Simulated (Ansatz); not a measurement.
**r2SCAN0/STO-3G run of HOF (hypofluorous acid)**

What is the electronic atomisation energy of HOF (hypofluorous acid) at r2SCAN0/STO-3G? 

Program for the calculation: Ansatz 0.2.0.

55 further runs of the same task are left out: 1 that didn't finish, 54 set aside as unsound or not needed.

## 1. Starting point

The species is HOF (3 atoms), meant as a singlet with charge 0. As SMILES, `OF`. The coordinates come from a PBE0-D4/def2-TZVP relaxation.

Bond lengths: O1–F2 1.406 Å, O1–H3 0.969 Å. Angles: F2–O1–H3 99.1°.

## 2. A single-point energy at r2SCAN0/STO-3G

input.yaml

```yaml
crystal:
  periodic: [false, false, false]
  atoms:
    - {symbol: O, position_ang: [0.430590, -0.210340, 0.216330]}
    - {symbol: F, position_ang: [-0.221910, 1.014620, -0.010980]}
    - {symbol: H, position_ang: [-0.208690, -0.804280, -0.205350]}
basis:
  gaussian:
    orbitals: STO-3G
hamiltonian:
  xc: {name: r2SCAN0}
accuracy: high
```

Command:

```sh
$ ansatz run input.yaml --threads 1 --pin off --max-ram 3480MiB --events-out events.jsonl --progress --plain --runs-dir runs
```

Log:

```text
Warning: RAYON_NUM_THREADS=1 ignored (pool sized by the plan → 1); use --threads N
Functional definition: r2SCAN0
  name "r2SCAN0"
  parameter a = 0.25
  parameter k0 = 0.174
  parameter k1 = 0.065
  parameter a1 = 4.9479
  exchange = (1 - a)*r2scan_x(k0 = k0, k1 = k1, a1 = a1) + a*exact_x
  correlation = r2scan_c
168 factors; integrals over basis functions are off by at most 4.3e-8 eV
mean field evaluation 1: about -4707.4845 eV, gradient 7.2e0 eV
mean field evaluation 2: about -4707.7051 eV, gradient 1.1e0 eV
mean field evaluation 4: about -4707.7105 eV, gradient 1.7e-1 eV
mean field evaluation 8: about -4707.7053 eV, gradient 1.6e-3 eV
mean field -4707.70527970 eV, -173.0049780316 hartree, gradient 2.8e-8 eV, S^2 0.000000; 0 other end points of the search recorded, 0 dependent functions left out
reference -4707.70527985 eV, -173.0049780372 hartree; 9, 9 occupied and 2, 2 virtual orbitals, 168 factors
Total energy: -4707.70527985 eV, -173.0049780372 hartree
```

It took 1.2 s on 1 thread of Arm Neoverse V1, shared host; peak memory 0.1 GiB.

## 3. The F atom

job.yaml

```yaml
crystal:
  periodic: [false, false, false]
  atoms:
    - {symbol: F, position_ang: [0.000000, 0.000000, 0.000000]}
basis:
  gaussian: {orbitals: STO-3G}
magnetization: {spin_polarized: true, initial_magnetization: 1}
accuracy: high
hamiltonian: {xc: {name: r2SCAN0}}
```

Command:

```sh
$ ansatz run job.yaml --threads 1 --pin off --max-ram 3480MiB --events-out events.jsonl --progress --plain --runs-dir runs
```

Log:

```text
Warning: RAYON_NUM_THREADS=1 ignored (pool sized by the plan → 1); use --threads N
Functional definition: r2SCAN0
  name "r2SCAN0"
  parameter a = 0.25
  parameter k0 = 0.174
  parameter k1 = 0.065
  parameter a1 = 4.9479
  exchange = (1 - a)*r2scan_x(k0 = k0, k1 = k1, a1 = a1) + a*exact_x
  correlation = r2scan_c
15 factors; integrals over basis functions are off by at most 1.2e-9 eV
mean field evaluation 1: about -2673.8360 eV, gradient 5.7e-11 eV
mean field evaluation 2: about -2673.8310 eV, gradient 2.4e-10 eV
mean field -2673.83099676 eV, -98.2614767433 hartree, gradient 0.0e0 eV, S^2 0.750000; 0 other end points of the search recorded, 0 dependent functions left out
reference -2673.83099681 eV, -98.2614767448 hartree; 5, 4 occupied and 0, 1 virtual orbitals, 15 factors
Total energy: -2673.83099681 eV, -98.2614767448 hartree
```

Wall time 0.6 s (1 thread of Arm Neoverse V1, shared host); peak memory 0.096 GiB.

## 4. The H atom

in.yaml

```yaml
crystal:
  periodic: [false, false, false]
  atoms:
    - symbol: H
      position_ang: [0.000000, 0.000000, 0.000000]
basis:
  gaussian: {orbitals: STO-3G}
magnetization: {spin_polarized: true, initial_magnetization: 1}
hamiltonian: {xc: {name: r2SCAN0}}
accuracy: high
```

Run the same way, it converges to -0.46649 Eh (log not shown).

## 5. The O atom, same level

molecule.yaml

```yaml
crystal:
  periodic: [false, false, false]
  atoms:
    - {symbol: O, position_ang: [0.000000, 0.000000, 0.000000]}
basis:
  gaussian: {orbitals: STO-3G}
magnetization: {spin_polarized: true, initial_magnetization: 2}
hamiltonian: {xc: {name: r2SCAN0}}
accuracy: high
```

Run the same way, it converges to -74.02298 Eh (log not shown).

## 6. What came out

Level: r2SCAN0/STO-3G.

| quantity | value |
| --- | --- |
| molecule: total energy | -173.00498 Eh |
| F atom: total energy | -98.26148 Eh |
| F atom: ⟨S²⟩ | 0.750 |
| H atom: total energy | -0.46649 Eh |
| H atom: ⟨S²⟩ | 0.750 |
| O atom: total energy | -74.02298 Eh |
| O atom: ⟨S²⟩ | 2.000 |
| electronic atomisation energy | 6.912 eV |

**Reading.** Taking the molecule apart into free atoms costs 6.91 eV (667 kJ/mol), before zero-point energy and without spin-orbit coupling. In a minimal basis such a difference can be off by several eV, whatever the method.
